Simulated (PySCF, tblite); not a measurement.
**CH7GeInO3, a small molecule taken as a stand-in for a surface group (Ge site with back bonds C, [H], [H]): infrared bands, NMR shifts, spin-spin couplings, core binding energies and electronic excitations**

Wanted: the infrared bands, NMR shifts, spin-spin couplings, core binding energies and electronic excitations for `[CH3][GeH2][O][In]([OH])[OH]`.

Computed with tblite 0.8.0 and PySCF 2.14.0; each step states its level. No surroundings beyond the atoms listed, unless a continuum is named. Atoms count from 0, parts from 1.

## 1. Starting point

13 atoms, charge 0, multiplicity 1; geometry: distance geometry start.

## 2. Geometry optimisation with GFN2-xTB

Job settings and geometry (Å):

```
{"job": {"kind": "relax", "xc": "GFN2-xTB", "basis": "xTB"}, "charge": 0, "multiplicity": 1}
Ge     0.156995     2.348973     0.550871
C      1.766736     2.966272    -0.349805
O     -1.009760     1.577842    -0.677008
In    -1.573211    -0.434122    -0.693463
O     -0.999652    -1.527570    -2.318789
O     -1.511205    -1.394764     1.153852
H      0.539436     1.340259     1.597836
H     -0.528863     3.526110     1.213327
H      2.564636     2.915976     0.284856
H      1.928124     2.321851    -1.187320
H      1.629562     3.921324    -0.695439
H     -0.426020    -2.305025    -2.296376
H     -0.997268    -1.107132     1.930704
```

Level: GFN2-xTB geometry optimisation, gas phase.

Run with:

```
$ OMP_NUM_THREADS=1 python cluster_run.py task.json out
```

One launch serves the whole session: the jobs run in the order shown.

What it wrote:

```text
step      E/eV     max force
  0    -572.72280    2.566
  1    -572.95210    1.413
  2    -573.07338    1.253
  3    -573.21395    1.007
  4    -573.30774    1.213
  5    -573.45750    1.219
  6    -573.51509    0.605
  7    -573.53274    0.305
  8    -573.53987    0.244
  9    -573.54582    0.221
 10    -573.55575    0.396
 11    -573.56847    0.480
 12    -573.58281    0.366
 13    -573.59695    0.391
 14    -573.60878    0.248
 15    -573.61720    0.318
 16    -573.62493    0.304
 17    -573.62891    0.407
 18    -573.63588    0.236
 19    -573.64069    0.186
 20    -573.65090    0.269
 21    -573.65509    0.284
 22    -573.66229    0.264
 23    -573.66623    0.212
 24    -573.67090    0.222
 25    -573.67763    0.249
 26    -573.68281    0.234
 27    -573.68626    0.161
 28    -573.68897    0.124
 29    -573.69135    0.152
 30    -573.69402    0.157
 31    -573.69611    0.109
 32    -573.69767    0.096
 33    -573.69850    0.079
 34    -573.69947    0.083
 35    -573.70057    0.106
 36    -573.70218    0.114
 37    -573.70390    0.129
 38    -573.70544    0.119
 39    -573.70653    0.093
 40    -573.70758    0.117
 41    -573.70905    0.174
 42    -573.71094    0.251
 43    -573.71314    0.180
 44    -573.71564    0.065
 45    -573.71629    0.065
 46    -573.71701    0.071
 47    -573.71788    0.090
 48    -573.71909    0.123
 49    -573.72060    0.116
 50    -573.72222    0.094
 51    -573.72385    0.106
 52    -573.72599    0.166
 53    -573.72917    0.278
 54    -573.73426    0.291
 55    -573.74015    0.233
 56    -573.74208    0.114
 57    -573.74347    0.130
 58    -573.74479    0.123
 59    -573.74699    0.099
 60    -573.74843    0.120
 61    -573.75022    0.124
 62    -573.75193    0.078
 63    -573.75337    0.092
 64    -573.75443    0.143
 65    -573.75569    0.312
 66    -573.75808    0.226
 67    -573.76193    0.154
 68    -573.76369    0.094
 69    -573.76550    0.129
 70    -573.76706    0.127
 71    -573.76869    0.086
 72    -573.77003    0.177
 73    -573.77104    0.082
 74    -573.77195    0.120
 75    -573.77275    0.085
 76    -573.77359    0.085
 77    -573.77484    0.153
 78    -573.77626    0.131
 79    -573.77861    0.117
 80    -573.78113    0.116
 81    -573.78456    0.207
 82    -573.78306    0.423
 83    -573.78961    0.259
 84    -573.79336    0.237
 85    -573.80351    0.249
 86    -573.80960    0.269
 87    -573.81403    0.158
 88    -573.81784    0.176
 89    -573.82042    0.175
 90    -573.82368    0.152
 91    -573.82585    0.144
 92    -573.82910    0.101
 93    -573.83114    0.143
 94    -573.83248    0.093
 95    -573.83378    0.118
 96    -573.83542    0.112
 97    -573.83664    0.112
 98    -573.83778    0.100
 99    -573.83886    0.110
100    -573.83983    0.078
101    -573.84054    0.088
102    -573.84112    0.109
103    -573.84179    0.081
104    -573.84248    0.069
105    -573.84361    0.086
106    -573.84551    0.123
107    -573.84770    0.130
108    -573.84953    0.084
109    -573.85068    0.078
110    -573.85121    0.075
111    -573.85163    0.059
112    -573.85204    0.047
113    -573.85248    0.061
114    -573.85280    0.057
115    -573.85317    0.048
116    -573.85358    0.036
117    -573.85403    0.049
118    -573.85439    0.040
119    -573.85460    0.038
120    -573.85477    0.039
121    -573.85504    0.042
122    -573.85547    0.059
123    -573.85600    0.065
124    -573.85651    0.064
125    -573.85696    0.055
126    -573.85738    0.047
127    -573.85773    0.052
128    -573.85807    0.043
129    -573.85839    0.048
130    -573.85876    0.043
131    -573.85917    0.053
132    -573.85960    0.047
133    -573.85996    0.040
134    -573.86025    0.036
135    -573.86046    0.032
136    -573.86063    0.035
137    -573.86080    0.041
138    -573.86113    0.063
139    -573.86164    0.081
140    -573.86232    0.083
141    -573.86299    0.060
142    -573.86344    0.050
143    -573.86373    0.039
144    -573.86395    0.044
145    -573.86410    0.028
146    -573.86418    0.018
147    -573.86423    0.021
148    -573.86430    0.028
149    -573.86440    0.030
150    -573.86455    0.031
151    -573.86467    0.031
152    -573.86480    0.030
153    -573.86497    0.030
154    -573.86524    0.044
155    -573.86556    0.051
156    -573.86587    0.040
157    -573.86613    0.038
158    -573.86633    0.038
159    -573.86650    0.034
160    -573.86662    0.023
161    -573.86669    0.065
162    -573.86679    0.028
163    -573.86693    0.039
164    -573.86709    0.062
165    -573.86723    0.067
166    -573.86736    0.045
167    -573.86747    0.026
168    -573.86760    0.033
169    -573.86778    0.047
170    -573.86800    0.049
171    -573.86826    0.055
172    -573.86855    0.062
173    -573.86900    0.063
174    -573.86945    0.065
175    -573.86993    0.063
176    -573.87008    0.042
177    -573.87027    0.032
178    -573.87035    0.026
179    -573.87044    0.022
180    -573.87048    0.020
181    -573.87054    0.019
182    -573.87057    0.018
183    -573.87060    0.012
184    -573.87063    0.009
185    -573.87064    0.013
186    -573.87066    0.015
187    -573.87067    0.014
188    -573.87069    0.011
189    -573.87070    0.007
```

It took 9.4 s on 1 thread of Intel Xeon at 2.50GHz, shared host.

Relaxation path:

```csv
step,energy from step 0 (eV),largest force (eV/Å)
0,0.0000,2.5660
7,-0.8099,0.3049
14,-0.8860,0.2480
21,-0.9323,0.2846
28,-0.9662,0.1247
35,-0.9778,0.1064
42,-0.9881,0.2517
49,-0.9978,0.1152
56,-1.0193,0.1140
63,-1.0306,0.0916
70,-1.0443,0.1266
77,-1.0520,0.1530
84,-1.0706,0.2372
91,-1.1030,0.1443
98,-1.1150,0.1000
105,-1.1208,0.0860
112,-1.1292,0.0470
119,-1.1318,0.0375
126,-1.1346,0.0470
133,-1.1372,0.0401
140,-1.1395,0.0823
147,-1.1414,0.0220
154,-1.1424,0.0440
161,-1.1439,0.0654
168,-1.1448,0.0331
175,-1.1471,0.0631
182,-1.1478,0.0179
189,-1.1479,0.0064
```

Distances of close pairs at the start and the end, largest changes first:

```csv
bond,before (Å),after (Å),change (Å)
O2–In3,2.089,1.934,-0.155
In3–O5,2.083,1.929,-0.154
In3–O4,2.041,1.933,-0.108
Ge0–O2,1.861,1.758,-0.103
C1–H10,1.025,1.090,+0.066
C1–H8,1.021,1.086,+0.065
C1–H9,1.069,1.090,+0.021
Ge0–C1,1.945,1.964,+0.019
```

## 3. Infrared spectrum: GFN2-xTB

Job settings and geometry (Å):

```
{"job": {"kind": "ir", "xc": "GFN2-xTB", "basis": "xTB"}, "charge": 0, "multiplicity": 1}
Ge     0.161731     1.482094     0.977411
C      1.498160     1.351429    -0.456196
O     -0.561481    -0.099969     1.229883
In    -0.947478    -1.448991    -0.101469
O     -0.544585    -1.231279    -1.979196
O     -1.772531    -3.089582     0.488207
H      0.689359     1.738522     2.369958
H     -0.972235     2.441272     0.681258
H      1.927986     2.315832    -0.708951
H      2.300620     0.680142    -0.151943
H      1.018088     0.934276    -1.342028
H     -0.853161    -2.012969    -2.436412
H     -1.944472    -3.060776     1.429479
```

Method: GFN2-xTB harmonic vibrations, gas phase.

What it wrote:

```text
mode    cm-1     km/mol
  1      22.8      1.47
  2      49.8      0.19
  3      67.5      1.22
  4      94.1      3.64
  5     110.5     15.51
  6     120.8     10.43
  7     136.2      2.61
  8     188.8      7.47
  9     296.5     17.04
 10     309.7    304.98
 11     342.0     18.99
 12     415.2     43.34
 13     435.0     35.37
 14     466.6     50.47
 15     569.9    278.91
 16     586.7    128.00
 17     602.9     59.80
 18     689.6    114.24
 19     727.8     83.06
 20     754.8    192.66
 21     799.4    116.38
 22     801.7    143.41
 23     813.3    164.77
 24    1311.2     12.71
 25    1432.0      3.48
 26    1439.5      0.49
 27    1864.9    259.66
 28    1925.3    518.41
 29    2977.9     12.93
 30    2985.2     16.88
 31    3031.4     15.57
 32    3630.4     49.75
 33    3635.8     37.15
```

Run time: 1.6 s. Hardware: 1 thread of Intel Xeon at 2.50GHz, shared host; peak memory 0.17 GiB.

The strongest bands and the atoms that carry them:

| cm⁻¹ | km/mol | atoms |
| --- | --- | --- |
| 310 | 305.0 | H12 65 %, H11 25 % |
| 570 | 278.9 | O2 58 %, C1 17 % |
| 755 | 192.7 | H11 58 %, H12 31 % |
| 813 | 164.8 | H7 42 %, H6 25 %, H9 13 % |
| 1865 | 259.7 | H7 72 %, H6 27 % |
| 1925 | 518.4 | H6 72 %, H7 27 % |

## 4. Geometry optimisation at PBE0-D3(BJ)/def2-SVP

Job settings and geometry (Å):

```
{"job": {"xc": "PBE0", "basis": "def2-SVP", "d3": "d3bj", "grid": 1, "kind": "geom", "shake": 0.01}, "charge": 0, "multiplicity": 1}
Ge     0.182140     1.456537     0.981592
C      1.492482     1.346902    -0.458352
O     -0.581680    -0.102289     1.221231
In    -0.914248    -1.446733    -0.104995
O     -0.547398    -1.237960    -1.989747
O     -1.776439    -3.084763     0.485821
H      0.698936     1.736524     2.370200
H     -0.956776     2.446723     0.676206
H      1.926157     2.321237    -0.689600
H      2.297924     0.677707    -0.141920
H      1.009223     0.931358    -1.333202
H     -0.847358    -2.012054    -2.429711
H     -1.972753    -3.050563     1.419882
```

What it wrote:

```text
step   0  E = -2534.15462212  max force = 0.023405
step   1  E = -2534.16141221  max force = 0.013500
step   2  E = -2534.16320361  max force = 0.003022
step   3  E = -2534.16333847  max force = 0.000681
step   4  E = -2534.16337153  max force = 0.000413
step   5  E = -2534.16337967  max force = 0.000337
optimisation converged
```

It took 4 min on 1 thread of Intel Xeon at 2.50GHz, shared host; peak memory 0.63 GiB.

Along the way:

```
step  energy from step 0 (eV)  largest force component (eV/Å)
   0                   0.0000                          1.2035
   1                  -0.1848                          0.6942
   2                  -0.2335                          0.1554
   3                  -0.2372                          0.0350
   4                  -0.2381                          0.0212
   5                  -0.2383                          0.0173
```

Close pairs (by a distance rule), those that changed most:

| bond | before (Å) | after (Å) | change (Å) |
| --- | --- | --- | --- |
| O2–In3 | 1.918 | 1.980 | +0.063 |
| In3–O4 | 1.931 | 1.992 | +0.060 |
| In3–O5 | 1.943 | 1.989 | +0.046 |
| Ge0–H6 | 1.508 | 1.543 | +0.035 |
| Ge0–O2 | 1.752 | 1.784 | +0.032 |
| O4–H11 | 0.940 | 0.965 | +0.025 |
| C1–H10 | 1.082 | 1.102 | +0.019 |
| O5–H12 | 0.955 | 0.965 | +0.010 |

The end geometry stands in the next job.

```
                         at the end point                value
  point group (found at 0.08 Å tolerance)                   C1
rotational constants (GHz, main isotopes)  3.118, 0.641, 0.548
                        dipole moment (D)                 0.47
```

## 5. Shielding tensors: PBE0/def2-SVP+pcSseg-1

Job settings and geometry (Å):

```
{"job": {"kind": "nmr", "xc": "PBE0", "basis": {"default": "pcSseg-1", "In": "def2-SVP"}}, "charge": 0, "multiplicity": 1}
Ge     0.163169     1.486258     0.997962
C      1.458976     1.334448    -0.447919
O     -0.599589    -0.099928     1.288696
In    -0.981511    -1.503097    -0.055310
O     -0.482112    -1.177764    -1.955983
O     -1.833300    -3.216219     0.490331
H      0.835906     1.885250     2.327930
H     -0.946692     2.502522     0.641119
H      1.858788     2.324560    -0.714310
H      2.297786     0.692102    -0.141012
H      0.985651     0.890914    -1.338264
H     -0.719083    -1.922434    -2.521380
H     -2.027562    -3.214288     1.435611
```

Method: GIAO PBE0/pcSseg-1 In:def2-SVP NMR shielding, scalar relativity only through core potentials, gas phase.

What it wrote:

```text
coarse grid: 53528 points
cycle   1  E = -2531.3205641305  dE = -1.881e+01  |g| = 2.973e+00  |ddm| = 1.303e+01
cycle   2  E = -2429.1692432927  dE =  1.022e+02  |g| = 1.403e+01  |ddm| = 7.459e+01
cycle   3  E = -2533.7729150005  dE = -1.046e+02  |g| = 1.755e+00  |ddm| = 7.409e+01
cycle   4  E = -2534.0681556254  dE = -2.952e-01  |g| = 1.283e+00  |ddm| = 1.961e+00
cycle   5  E = -2534.3664201336  dE = -2.983e-01  |g| = 2.452e-01  |ddm| = 9.424e-01
cycle   6  E = -2534.3716782633  dE = -5.258e-03  |g| = 2.034e-01  |ddm| = 3.372e-01
cycle   7  E = -2534.3793187502  dE = -7.640e-03  |g| = 5.296e-02  |ddm| = 1.741e-01
cycle   8  E = -2534.3797682323  dE = -4.495e-04  |g| = 1.789e-02  |ddm| = 3.627e-02
cycle   9  E = -2534.3798201393  dE = -5.191e-05  |g| = 3.735e-03  |ddm| = 1.385e-02
cycle  10  E = -2534.3798224109  dE = -2.272e-06  |g| = 2.026e-03  |ddm| = 3.665e-03
final grid: 109520 points
cycle  11  E = -2534.3798246793  dE =  2.177e-06  |g| = 4.025e-03  |ddm| = 3.885e-03
cycle  12  E = -2534.3798152946  dE =  9.385e-06  |g| = 8.133e-03  |ddm| = 7.497e-03
cycle  13  E = -2534.3798277001  dE = -1.241e-05  |g| = 2.820e-04  |ddm| = 5.042e-03
cycle  14  E = -2534.3798277136  dE = -1.349e-08  |g| = 5.266e-05  |ddm| = 1.980e-04
cycle  15  E = -2534.3798277140  dE = -4.597e-10  |g| = 1.055e-05  |ddm| = 3.872e-05
converged SCF energy = -2534.3798277140

GIAO shielding tensors (ppm)
atom      isotropic    diamagn.    paramagn.     s11        s22        s33       span
  0 Ge    1313.255    2754.849   -1441.594   1160.166   1266.564   1513.035    352.869
  1 C      181.147     253.782     -72.634    162.380    186.061    195.002     32.622
  2 O      278.580     398.542    -119.962    181.200    305.898    348.642    167.441
  3 In         nan         nan         nan        nan        nan        nan        nan
  4 O      297.287     384.581     -87.294    238.142    317.376    336.343     98.201
  5 O      294.421     385.965     -91.545    214.979    322.116    346.167    131.188
  6 H       25.976      27.729      -1.754     19.272     21.202     37.453     18.180
  7 H       25.913      28.228      -2.315     19.220     21.678     36.840     17.620
  8 H       31.000      28.315       2.685     25.828     27.024     40.148     14.320
  9 H       30.701      30.845      -0.144     26.844     28.010     37.248     10.404
 10 H       29.985      31.515      -1.531     23.353     29.940     36.661     13.309
 11 H       29.546      30.262      -0.716     19.753     23.985     44.900     25.146
 12 H       29.408      30.981      -1.573     20.069     24.415     43.739     23.670
```

It took 80 s on 1 thread of Intel Xeon at 2.50GHz, shared host; peak memory 0.94 GiB.

The references, computed at this level on geometries of the same kind, shield at (ppm): 1H TMS 31.27, 13C TMS 184.4, 17O H2O 334.6, 73Ge GeMe4 1330. Their shielding less the atom's gives the shift. The references are single molecules in the gas phase, so shifts against H2O, NH3, PH3, H3PO4 or CFCl3 are not on the usual liquid scales and can be off by tens of ppm.

```
atoms                             environment  σ (ppm)  δ (ppm)
   C1                carbon bonded to Ge, 3 H    181.1      3.3
   H7  hydrogen on a germanium bonded to C, O    25.91     5.35
   H6  hydrogen on a germanium bonded to C, O    25.98     5.29
  H12      hydrogen on an oxygen bonded to In    29.41     1.86
  H11      hydrogen on an oxygen bonded to In    29.55     1.72
  H10       hydrogen on a carbon bonded to Ge    29.98     1.28
   H9       hydrogen on a carbon bonded to Ge    30.70     0.57
   H8       hydrogen on a carbon bonded to Ge    31.00     0.27
  Ge0           germanium bonded to C, O, 2 H     1313       17
   O2                 oxygen bonded to Ge, In    278.6     56.0
   O5                  oxygen bonded to In, H    294.4     40.1
   O4                  oxygen bonded to In, H    297.3     37.3
```

Atoms past Kr carry core potentials, so their printed shieldings have no meaning and are left out of the table.

The run also stored atomic charges by several schemes (e):

```
atoms  Mulliken  ESP fit
  Ge0      0.67     0.80
   C1     -0.61    -0.71
   O2     -0.87    -0.77
  In3      1.14     1.25
   O4     -0.61    -0.83
   O5     -0.61    -0.82
```

Mayer bond orders: Ge0–C1 0.98, Ge0–O2 0.81, O2–In3 0.87, In3–O4 0.93, In3–O5 0.96.

With diffuse functions Mulliken charges and Mayer bond orders lose their meaning; the other schemes are steadier.

[end of part 1 of 2]
